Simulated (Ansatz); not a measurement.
Geometry optimisation, DFT PBE, scalar-relativistic, plane waves, PAW (Ansatz 0.2.0).

input.yaml

```yaml
accuracy: low
crystal:
  lattice:
    - [0.0, 4.4424, 4.4424]
    - [4.4424, 0.0, 4.4424]
    - [4.4424, 4.4424, 0.0]
  atoms:
    - { symbol: Mg, position: [0.0, 0.0, 0.0] }
    - { symbol: O, position: [0.25, 0.25, 0.25] }
    - { symbol: Mg, position: [0.0, 0.0, 0.5] }
    - { symbol: O, position: [0.25, 0.25, 0.75] }
    - { symbol: Mg, position: [0.0, 0.5, 0.0] }
    - { symbol: O, position: [0.25, 0.75, 0.25] }
    - { symbol: Mg, position: [0.0, 0.5, 0.5] }
    - { symbol: O, position: [0.25, 0.75, 0.75] }
    - { symbol: Mg, position: [0.5, 0.0, 0.0] }
    - { symbol: O, position: [0.75, 0.25, 0.25] }
    - { symbol: Mg, position: [0.5, 0.0, 0.5] }
    - { symbol: O, position: [0.75, 0.25, 0.75] }
    - { symbol: Mg, position: [0.5, 0.5, 0.0] }
    - { symbol: O, position: [0.75, 0.75, 0.25] }
    - { symbol: Mg, position: [0.5, 0.5, 0.5] }
    - { symbol: O, position: [0.75, 0.75, 0.75] }
    - { symbol: O, position: [0.8744154, 0.8818916, 0.3691561], spin: 1.0 }
magnetization:
  spin_polarized: true
basis:
  ecutwfc: 420.0
kpoints:
  mp_grid: { grid: [2, 2, 2] }
hamiltonian:
  xc: pbe
  pseudopotentials: { kind: paw, azcp: { folder: soft_1 } }
scf:
  occupations: { method: fermi_dirac, width: 0.05 }
  lower_state_search: "off"
relax:
  f_tol: 0.08
  max_steps: 25
  adjacent_minimum: "off"
```

Launched with:

```bash
$ ansatz run input.yaml --threads 2 --pin off --max-ram 5120MiB --backend cpu --events-out ev --progress --plain --runs-dir out
```

Where does it end, and by what steps?

It converged. The threshold is loose, so the end isn't yet a minimum. Limits of this set-up: coarse k mesh, low accuracy level. After 6 steps the energy has fallen by 3.069 eV; O17 moved furthest, 0.44 Å.

```json
{"step": "0", "energy less start (eV)": "0.0000", "largest force component (eV/Å)": "2.907", "accepted": "yes"}
{"step": "1", "energy less start (eV)": "-2.0926", "largest force component (eV/Å)": "1.175", "accepted": "yes"}
{"step": "2", "energy less start (eV)": "-2.7236", "largest force component (eV/Å)": "0.723", "accepted": "yes"}
{"step": "3", "energy less start (eV)": "-2.8654", "largest force component (eV/Å)": "0.518", "accepted": "yes"}
{"step": "4", "energy less start (eV)": "-3.0344", "largest force component (eV/Å)": "0.496", "accepted": "yes"}
{"step": "5", "energy less start (eV)": "-3.0581", "largest force component (eV/Å)": "0.196", "accepted": "yes"}
{"step": "6", "energy less start (eV)": "-3.0692", "largest force component (eV/Å)": "0.039", "accepted": "yes"}
```

```xyz
17
Lattice="0.0000 4.4424 4.4424 4.4424 0.0000 4.4424 4.4424 4.4424 0.0000" Properties=species:S:1:pos:R:3
Mg -0.238 -0.241 0.241
O 2.256 2.252 2.191
Mg 2.179 2.177 -0.031
O 4.470 4.470 2.202
Mg 2.281 -0.009 2.164
O 4.370 2.521 4.525
Mg 4.472 2.178 2.264
O 6.685 4.473 4.412
Mg -0.004 2.274 2.168
O 2.519 4.365 4.520
Mg 2.178 4.473 2.265
O 4.470 6.682 4.415
Mg 2.280 2.279 4.452
O 4.370 4.360 6.364
Mg 4.554 4.553 4.331
O 6.748 6.744 6.583
O 5.277 5.283 8.044
```

Whether the end is a true minimum wasn't checked by a vibrational analysis.

The run took 38 s on 2 threads of Arm Neoverse V1 (shared host), peak memory 0.57 GiB.
